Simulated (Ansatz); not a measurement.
Runs of Ansatz 0.2.0 on Rb3Ba. It takes space group I4/mmm (No. 139, tetragonal). Conventional cell: a = 6.743 Å, b = 6.743 Å, c = 14.743 Å, α = 90.00°, β = 90.00°, γ = 90.00°. The cell comes from a database or a generator and needn't be the stable form of this composition.

```tsv
level	cutoff (eV)	gap on the mesh (eV)	pressure (GPa)	relaxed volume (Å³/atom)
LDA	420	none	0.0	70.65
r2SCAN	500	none	0.0	86.96
PBEsol	420	none	0.0	77.78
RPBE	420	none	0.0	(b)
PBE	420	none	0.0	83.28
revPBE	420	none	0.0	89.96
BLYP	420	none	0.0	(a)
```

Alike in all rows: task relaxation of cell and atoms; potentials or basis Ansatz PAW; no spin polarisation; cell relaxed; k mesh 6 × 6 × 6; smearing fermi-dirac 0.05 eV.

Q: Fill in the values left out.

A: (a) 88.99; (b) 91.96.

Caveats: the plane-wave basis is chosen anew once the cell has moved, so the energies of steps on either side of that aren't comparable; the PAW data sets come from PBE, with cores solved anew for the run's functional, which leaves a small shift of forces and pressure (some runs); the volume moved by over 15 % at a fixed basis, so the end points are rough (some runs).

A k mesh can miss the band edges, and the runs leave out spin-orbit coupling on Ba, Rb.

A gap of «none» marks a metal or a gap under the smearing width.
